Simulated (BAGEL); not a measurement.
# CH3ClFOSi (SMILES CO[Si](F)Cl) at UHF/3-21G (density fitting with qzvpp-jkfit)

Aim: the vertical doublet–quartet gap of CH3ClFOSi at UHF/3-21G (density fitting with qzvpp-jkfit), from 2 runs. 

The results are computed with BAGEL 1.2.2.

1 further run of the same task is left out (it didn't finish). Runs told in other sessions of the task aren't counted.

### Step 1. The structure to begin with

The species is CH3ClFOSi (8 atoms), meant as a doublet with charge 0. SMILES: `CO[Si](F)Cl`. The coordinates come from a PBE0-D4/def2-TZVP relaxation. This is one conformer, not always the lowest.

Bond lengths: C1–O2 1.415 Å, O2–Si3 1.621 Å, Si3–F4 1.588 Å, Si3–Cl5 2.059 Å, C1–H6 1.093 Å, C1–H7 1.090 Å, C1–H8 1.093 Å. Angles: C1–O2–Si3 127.1°, O2–Si3–F4 105.6°, O2–Si3–Cl5 110.7°, F4–Si3–Cl5 108.5°, O2–C1–H6 110.9°, O2–C1–H7 107.5°, O2–C1–H8 111.2°, H6–C1–H7 108.9°, H6–C1–H8 109.2°, H7–C1–H8 109.1°.

### Step 2. A single-point energy at UHF/3-21G (density fitting with qzvpp-jkfit)

File job.json:

```json
{ "bagel" : [

{
  "title" : "molecule",
  "basis" : "3-21g",
  "df_basis" : "qzvpp-jkfit",
  "angstrom" : true,
  "geometry" : [
    { "atom" : "C", "xyz" : [      -0.458100,      -0.553300,       0.973700 ] },
    { "atom" : "O", "xyz" : [       0.278400,      -0.634200,      -0.231600 ] },
    { "atom" : "Si", "xyz" : [       1.040400,       0.575500,      -0.994800 ] },
    { "atom" : "F", "xyz" : [       1.414300,       0.007600,      -2.429900 ] },
    { "atom" : "Cl", "xyz" : [      -0.216200,       2.187700,      -1.238400 ] },
    { "atom" : "H", "xyz" : [       0.207000,      -0.409200,       1.829100 ] },
    { "atom" : "H", "xyz" : [      -0.991000,      -1.496000,       1.096600 ] },
    { "atom" : "H", "xyz" : [      -1.182600,       0.264700,       0.939200 ] }
  ]
},

{ "title" : "uhf", "nopen" : 1 },

{ "title" : "print", "file" : "orbitals.molden", "orbitals" : true }

]}
```

The run is started by

```
$ BAGEL_NUM_THREADS=1 BAGEL job.json > job.out
```

Output:

```text
* using 1 threads per process

  ===============================================================
  ===============================================================

  *** Geometry ***

  { "atom" : "C", "xyz" : [     -0.865684,     -1.045585,      1.840026 ] },
  { "atom" : "O", "xyz" : [      0.526100,     -1.198464,     -0.437661 ] },
  { "atom" : "Si", "xyz" : [      1.966071,      1.087537,     -1.879900 ] },
  { "atom" : "F", "xyz" : [      2.672640,      0.014362,     -4.591846 ] },
  { "atom" : "Cl", "xyz" : [     -0.408559,      4.134154,     -2.340237 ] },
  { "atom" : "H", "xyz" : [      0.391173,     -0.773276,      3.456498 ] },
  { "atom" : "H", "xyz" : [     -1.872719,     -2.827030,      2.072274 ] },
  { "atom" : "H", "xyz" : [     -2.234790,      0.500211,      1.774831 ] },

  Number of auxiliary basis functions:      539

  Since a DF basis is specified, we compute 2- and 3-index integrals:
    o Being stored without compression. Storage requirement is 0.015 GB

  Number of basis functions:       59
  Number of electrons      :       57

    * METHOD: MOLECULE                             0.25

  *** Open-shell HF ***

  === Nuclear Repulsion ===
   295.6307972791

      * DIIS with orbital gradients will be used.

  === UHF iteration (3-21g) ===
      0       -957.37278693          0.04402809           0.13
      1       -957.49677042          0.02644546           0.12
      2       -957.52685821          0.01576369           0.12
      3       -957.54168761          0.00084524           0.12
      4       -957.54197385          0.00043740           0.12
      5       -957.54203345          0.00011961           0.12
      6       -957.54204585          0.00004954           0.12
      7       -957.54204803          0.00002023           0.12
      8       -957.54204872          0.00000628           0.12
      9       -957.54204882          0.00000272           0.12
     10       -957.54204883          0.00000097           0.12
     11       -957.54204883          0.00000043           0.12
     12       -957.54204883          0.00000017           0.12
     13       -957.54204883          0.00000008           0.12
     14       -957.54204883          0.00000003           0.12
     15       -957.54204883          0.00000001           0.12
     16       -957.54204883          0.00000001           0.12
    * SCF iteration converged.

    * S^2 (UHF) is 0.7541

    * Permanent dipole moment:
           (   -0.264763,     0.225356,    -1.380730) a.u.

    * METHOD: UHF                                  2.24

    * METHOD: PRINT                                0.01

  ===============================================================
```

Wall time 2.7 s (1 thread of Arm Neoverse V1, shared host); peak memory 0.1 GiB.

### Step 3. The quartet

File job.json:

```json
{ "bagel" : [

{
  "title" : "molecule",
  "basis" : "3-21g",
  "df_basis" : "qzvpp-jkfit",
  "angstrom" : "true",
  "geometry" : [
    { "atom" : "C", "xyz" : [   -0.458100,   -0.553300,    0.973700 ] },
    { "atom" : "O", "xyz" : [    0.278400,   -0.634200,   -0.231600 ] },
    { "atom" : "Si", "xyz" : [    1.040400,    0.575500,   -0.994800 ] },
    { "atom" : "F", "xyz" : [    1.414300,    0.007600,   -2.429900 ] },
    { "atom" : "Cl", "xyz" : [   -0.216200,    2.187700,   -1.238400 ] },
    { "atom" : "H", "xyz" : [    0.207000,   -0.409200,    1.829100 ] },
    { "atom" : "H", "xyz" : [   -0.991000,   -1.496000,    1.096600 ] },
    { "atom" : "H", "xyz" : [   -1.182600,    0.264700,    0.939200 ] }
  ]
},
{ "title" : "uhf", "nopen" : 3 },
{ "title" : "print", "file" : "orbitals.molden", "orbitals" : "true" }

]}
```

The run is started by

```
$ BAGEL_NUM_THREADS=1 BAGEL job.json > job.out
```

Output:

```text
* using 1 threads per process

  ===============================================================
  ===============================================================

  *** Geometry ***

  { "atom" : "C", "xyz" : [     -0.865684,     -1.045585,      1.840026 ] },
  { "atom" : "O", "xyz" : [      0.526100,     -1.198464,     -0.437661 ] },
  { "atom" : "Si", "xyz" : [      1.966071,      1.087537,     -1.879900 ] },
  { "atom" : "F", "xyz" : [      2.672640,      0.014362,     -4.591846 ] },
  { "atom" : "Cl", "xyz" : [     -0.408559,      4.134154,     -2.340237 ] },
  { "atom" : "H", "xyz" : [      0.391173,     -0.773276,      3.456498 ] },
  { "atom" : "H", "xyz" : [     -1.872719,     -2.827030,      2.072274 ] },
  { "atom" : "H", "xyz" : [     -2.234790,      0.500211,      1.774831 ] },

  Number of auxiliary basis functions:      539

  Since a DF basis is specified, we compute 2- and 3-index integrals:
    o Being stored without compression. Storage requirement is 0.015 GB

  Number of basis functions:       59
  Number of electrons      :       57

    * METHOD: MOLECULE                             0.25

  *** Open-shell HF ***

  === Nuclear Repulsion ===
   295.6307972791

      * DIIS with orbital gradients will be used.

  === UHF iteration (3-21g) ===
      0       -956.98412864          0.04135012           0.13
      1       -957.12658231          0.02679472           0.12
      2       -957.17531549          0.01597688           0.13
      3       -957.19901265          0.00424255           0.12
      4       -957.21342092          0.00227309           0.12
      5       -957.21714695          0.00114997           0.12
      6       -957.21951823          0.00080792           0.13
      7       -957.22234349          0.00064754           0.12
      8       -957.22499735          0.00048862           0.12
      9       -957.22642124          0.00042032           0.12
     10       -957.22792776          0.00035719           0.13
     11       -957.22908625          0.00054105           0.12
     12       -957.23020924          0.00027767           0.12
     13       -957.23044345          0.00024041           0.13
     14       -957.23108657          0.00019832           0.12
     15       -957.23148446          0.00013178           0.12
     16       -957.23165811          0.00010775           0.12
     17       -957.23169968          0.00010979           0.13
     18       -957.23173407          0.00008708           0.12
     19       -957.23175030          0.00007920           0.12
     20       -957.23176785          0.00006363           0.12
     21       -957.23178666          0.00005092           0.13
     22       -957.23179003          0.00004205           0.13
     23       -957.23179730          0.00003583           0.12
     24       -957.23180175          0.00002709           0.12
     25       -957.23180643          0.00002006           0.12
     26       -957.23180878          0.00001674           0.12
     27       -957.23181366          0.00001125           0.12
     28       -957.23181607          0.00000596           0.13
     29       -957.23181639          0.00000380           0.12
     30       -957.23181653          0.00000217           0.12
     31       -957.23181658          0.00000137           0.13
     32       -957.23181658          0.00000100           0.12
     33       -957.23181659          0.00000088           0.13
     34       -957.23181659          0.00000081           0.13
     35       -957.23181659          0.00000073           0.12
     36       -957.23181659          0.00000059           0.12
     37       -957.23181659          0.00000038           0.12
     38       -957.23181659          0.00000025           0.13
     39       -957.23181659          0.00000020           0.12
     40       -957.23181659          0.00000014           0.13
     41       -957.23181659          0.00000011           0.13
     42       -957.23181659          0.00000009           0.12
     43       -957.23181659          0.00000007           0.12
     44       -957.23181659          0.00000004           0.12
     45       -957.23181659          0.00000002           0.13
     46       -957.23181659          0.00000002           0.13
     47       -957.23181659          0.00000001           0.13
     48       -957.23181659          0.00000001           0.13
    * SCF iteration converged.

    * S^2 (UHF) is 3.7622

    * Permanent dipole moment:
           (    0.552014,     1.725221,    -2.451292) a.u.

    * METHOD: UHF                                  6.30

    * METHOD: PRINT                                0.01

  ===============================================================
```

Run time: 6.9 s. Hardware: 1 thread of Arm Neoverse V1, shared host; peak memory 0.1 GiB.

### Step 4. What came out

Level: UHF/3-21G (density fitting with qzvpp-jkfit).

| quantity | value |
| --- | --- |
| doublet: total energy | -957.54205 Eh |
| doublet: dipole moment | 3.62 D |
| doublet: ⟨S²⟩ | 0.754 |
| quartet: total energy | -957.23182 Eh |
| quartet: dipole moment | 7.75 D |
| quartet: ⟨S²⟩ | 3.762 |
| vertical energy of the quartet above the doublet | 8.442 eV |

What this shows: At this shape the quartet lies 8.44 eV (195 kcal/mol) above the doublet.
